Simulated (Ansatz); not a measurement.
# C2H5AlO: small, medium and large basis sets

How large a basis does C2H5AlO need? Two functionals are run in growing sets.

Program: Ansatz 0.2.0, Gaussian basis. Level of theory: one geometry, several basis sets. These are calculated values, not measurements.

Levels to be run: PBE0-D4/def2-SVP; ωB97M-V/def2-SVP; PBE0-D4/def2-QZVPP; ωB97M-V/def2-QZVPP; the functionals' def2-TZVPP values are taken from earlier runs.

## 1. The relaxed structure

An earlier PBE0-D4 in a triple-zeta def2 set relaxation fixed the geometry.

SMILES `[CH3][Al]1[CH2][O]1`, 9 atoms, charge 0, spin multiplicity 1.

Atoms are counted from 1 here; the program's logs count them from 0.

Bond lengths: C1–Al2 1.934 Å, C1–H5 1.093 Å, C1–H6 1.091 Å, C1–H7 1.094 Å, Al2–C3 1.883 Å, Al2–O4 1.707 Å, C3–O4 1.488 Å, C3–H8 1.091 Å, C3–H9 1.091 Å. Angles: Al2–C1–H5 110.3°, Al2–C1–H6 112.2°, Al2–C1–H7 110.1°, H5–C1–H6 108.5°, H5–C1–H7 107.6°, H6–C1–H7 108.1°, C1–Al2–C3 171.7°, C1–Al2–O4 139.6°, C3–Al2–O4 48.7°, Al2–C3–O4 59.5°, Al2–C3–H8 123.8°, Al2–C3–H9 123.8°, O4–C3–H8 112.4°, O4–C3–H9 112.4°, H8–C3–H9 110.7°, Al2–O4–C3 71.8°.

## 2. PBE0-D4 in def2-SVP

Contents of in.yaml:

```yaml
crystal:
  periodic: [false, false, false]
  atoms:
    - {symbol: C, position_ang: [-0.670851, 1.320193, -1.081511]}
    - {symbol: Al, position_ang: [0.051345, -0.076663, 0.044160]}
    - {symbol: C, position_ang: [0.678725, -1.280205, 1.349332]}
    - {symbol: O, position_ang: [0.789341, -1.609532, -0.097895]}
    - {symbol: H, position_ang: [0.039713, 1.575000, -1.872095]}
    - {symbol: H, position_ang: [-0.900203, 2.225968, -0.517471]}
    - {symbol: H, position_ang: [-1.591178, 0.976783, -1.562074]}
    - {symbol: H, position_ang: [0.038540, -1.980490, 1.887682]}
    - {symbol: H, position_ang: [1.653168, -1.197355, 1.832773]}
basis:
  gaussian: {orbitals: def2-SVP}
hamiltonian: {xc: pbe0, dispersion: d4}
output: {orbitals: {seedname: orbitals}}
```

Launch:

```bash
ansatz run in.yaml --threads 2 --pin off --events-out ev --progress --plain --max-ram 4352MiB
```

Output:

```text
Functional definition: PBE0
  name "PBE0"
  cite "Adamo & Barone, J. Chem. Phys. 110, 6158 (1999) doi:10.1063/1.478522"
  cite "Perdew, Burke & Ernzerhof, Phys. Rev. Lett. 77, 3865 (1996) doi:10.1103/PhysRevLett.77.3865"
  parent pbe
  parameter a = 0.25
  parameter kappa = 0.804
  parameter beta = 0.06672455060314922
  exchange = (1 - a)*pbe_x(kappa = kappa, mu = beta*pi^2/3) + a*exact_x
  correlation = pbe_c(beta = beta)
975 factors; their error is unknown
mean field evaluation 1: about -10775.4408 eV, gradient 6.5e1 eV
mean field evaluation 2: about -10746.6582 eV, gradient 1.3e2 eV
mean field evaluation 4: about -10785.3844 eV, gradient 5.4e0 eV
mean field evaluation 8: about -10785.4543 eV, gradient 1.4e-1 eV
mean field evaluation 16: about -10785.5502 eV, gradient 4.2e-5 eV
mean field -10785.55015913 eV, -396.3616576395 hartree, gradient 4.2e-5 eV, S^2 0.000000; 0 other end points of the search recorded, 0 dependent functions left out
reference -10785.55018852 eV, -396.3616587196 hartree; 19, 19 occupied and 66, 66 virtual orbitals, 975 factors
Total energy: -10785.66132352 eV, -396.3657428556 hartree
```

Run time: 0.9 s. Hardware: 2 threads of Arm Neoverse V2, shared host.

## 3. ωB97M-V in def2-SVP

Changes to in.yaml since step 2:

```diff
@@ -14,3 +14,3 @@
   gaussian: {orbitals: def2-SVP}
-hamiltonian: {xc: pbe0, dispersion: d4}
+hamiltonian: {xc: {name: wB97M-V}}
 output: {orbitals: {seedname: orbitals}}
```

Same command.

Output, cut to the lines that bear on the results:

```text
Functional definition: wB97M-V
  name "wB97M-V"
  cite "Mardirossian & Head-Gordon, J. Chem. Phys. 144, 214110 (2016) doi:10.1063/1.4952647"
  cite "Becke, J. Chem. Phys. 107, 8554 (1997) doi:10.1063/1.475007"
  cite "Vydrov & Van Voorhis, J. Chem. Phys. 133, 244103 (2010) doi:10.1063/1.3521275"
  # Of w^i u^j: cxij and so on, Table III.
[...]
  gx(w, u) = 1 - cx + cx01*u + cx10*w
  gss(w, u) = css00 + css04*u^4 + css10*w + css20*w^2 + css43*w^4*u^3
  gos(w, u) = cos00 + cos10*w + (cos20 + cos21*u)*w^2 + (cos60 + cos61*u)*w^6
[...]
      + integral(e_c_pw_mod_opposite_spin*gos(b97_w_opposite, b97_u_opposite)) + vv10(b, c)
956 factors; their error is unknown
248 factors; integrals over basis functions are off by at most 8.8e-6 eV
[...]
mean field -10791.15729952 eV, -396.5677162481 hartree, gradient 2.8e-5 eV, S^2 0.000000; 0 other end points of the search recorded, 0 dependent functions left out
reference -10791.15734561 eV, -396.5677179419 hartree; 19, 19 occupied and 66, 66 virtual orbitals, 956 factors
Total energy: -10791.15734561 eV, -396.5677179419 hartree
```

Run time: 4 s. Hardware: 2 threads of Arm Neoverse V2, shared host.

## 4. PBE0-D4 in def2-QZVPP

Changes to in.yaml since step 3:

```diff
@@ -13,4 +13,4 @@
 basis:
-  gaussian: {orbitals: def2-SVP}
-hamiltonian: {xc: {name: wB97M-V}}
+  gaussian: {orbitals: "def2-QZVPP.json"}
+hamiltonian: {xc: pbe0, dispersion: d4}
 output: {orbitals: {seedname: orbitals}}
```

The command is unchanged.

Output:

```text
Functional definition: PBE0
  name "PBE0"
  cite "Adamo & Barone, J. Chem. Phys. 110, 6158 (1999) doi:10.1063/1.478522"
  cite "Perdew, Burke & Ernzerhof, Phys. Rev. Lett. 77, 3865 (1996) doi:10.1103/PhysRevLett.77.3865"
  parent pbe
  parameter a = 0.25
  parameter kappa = 0.804
  parameter beta = 0.06672455060314922
  exchange = (1 - a)*pbe_x(kappa = kappa, mu = beta*pi^2/3) + a*exact_x
  correlation = pbe_c(beta = beta)
1243 factors; their error is unknown
mean field evaluation 1: about -10779.7285 eV, gradient 8.0e1 eV
mean field evaluation 2: about -10741.3358 eV, gradient 1.5e2 eV
mean field evaluation 4: about -10793.2289 eV, gradient 7.7e0 eV
mean field evaluation 8: about -10793.3543 eV, gradient 2.7e-1 eV
mean field evaluation 16: about -10793.3582 eV, gradient 6.0e-5 eV
mean field -10793.35821916 eV, -396.6485985531 hartree, gradient 6.0e-5 eV, S^2 0.000000; 0 other end points of the search recorded, 0 dependent functions left out
reference -10793.35826045 eV, -396.6486000705 hartree; 19, 19 occupied and 372, 372 virtual orbitals, 1243 factors
Total energy: -10793.46939545 eV, -396.6526842065 hartree
```

It took 6 s on 2 threads of Arm Neoverse V2, shared host; peak memory 0.96 GiB.

## 5. ωB97M-V in def2-QZVPP

Changes to in.yaml since step 4:

```diff
@@ -14,3 +14,3 @@
   gaussian: {orbitals: "def2-QZVPP.json"}
-hamiltonian: {xc: pbe0, dispersion: d4}
+hamiltonian: {xc: {name: wB97M-V}}
 output: {orbitals: {seedname: orbitals}}
```

Launched as before.

Output, cut to the lines that bear on the results:

```text
Functional definition: wB97M-V
  name "wB97M-V"
  cite "Mardirossian & Head-Gordon, J. Chem. Phys. 144, 214110 (2016) doi:10.1063/1.4952647"
  cite "Becke, J. Chem. Phys. 107, 8554 (1997) doi:10.1063/1.475007"
  cite "Vydrov & Van Voorhis, J. Chem. Phys. 133, 244103 (2010) doi:10.1063/1.3521275"
  # Of w^i u^j: cxij and so on, Table III.
[...]
  gx(w, u) = 1 - cx + cx01*u + cx10*w
  gss(w, u) = css00 + css04*u^4 + css10*w + css20*w^2 + css43*w^4*u^3
  gos(w, u) = cos00 + cos10*w + (cos20 + cos21*u)*w^2 + (cos60 + cos61*u)*w^6
[...]
      + integral(e_c_pw_mod_opposite_spin*gos(b97_w_opposite, b97_u_opposite)) + vv10(b, c)
1200 factors; their error is unknown
337 factors; integrals over basis functions are off by at most 1.3e-5 eV
[...]
mean field -10799.13067378 eV, -396.8607323478 hartree, gradient 5.6e-5 eV, S^2 0.000000; 0 other end points of the search recorded, 0 dependent functions left out
reference -10799.13074057 eV, -396.8607348022 hartree; 19, 19 occupied and 372, 372 virtual orbitals, 1200 factors
Total energy: -10799.13074057 eV, -396.8607348022 hartree
```

Run time: 16 s. Hardware: 2 threads of Arm Neoverse V2, shared host; peak memory 1.1 GiB.

## 6. Density functionals: the series

The def2-TZVPP values come from earlier runs at the same geometry.

```tsv
functional	basis	functions	energy (eV)	from the largest (eV)	HOMO (eV)	LUMO (eV)
PBE0-D4	def2-SVP	85	-10785.6613	7.808	-6.14	-0.47
PBE0-D4	def2-TZVPP	205	-10793.0132	0.456	-6.21	-0.68
PBE0-D4	def2-QZVPP	391	-10793.4694	0.000	-6.24	-0.81
ωB97M-V	def2-SVP	85	-10791.1573	7.973	-8.37	1.20
ωB97M-V	def2-TZVPP	205	-10798.6898	0.441	-8.45	0.80
ωB97M-V	def2-QZVPP	391	-10799.1307	0.000	-8.48	0.45
```

## 7. Outcome

```
                                       quantity          value
PBE0-D4: double and triple zeta above quadruple  7.81, 0.46 eV
ωB97M-V: double and triple zeta above quadruple  7.97, 0.44 eV
```

In words: For PBE0-D4 the step from double to triple zeta gains 7.35 eV and the next only 0.46 eV. These are total energies; as a rule much of such shifts cancels in differences, which this series doesn't test. The LUMO of ωB97M-V is positive and keeps falling with the basis (1.20 to 0.45 eV): an unbound level that the basis holds in place.

For PBE0-D4 the largest set took about 7 times as long as the smallest (6 s against 0.9 s).
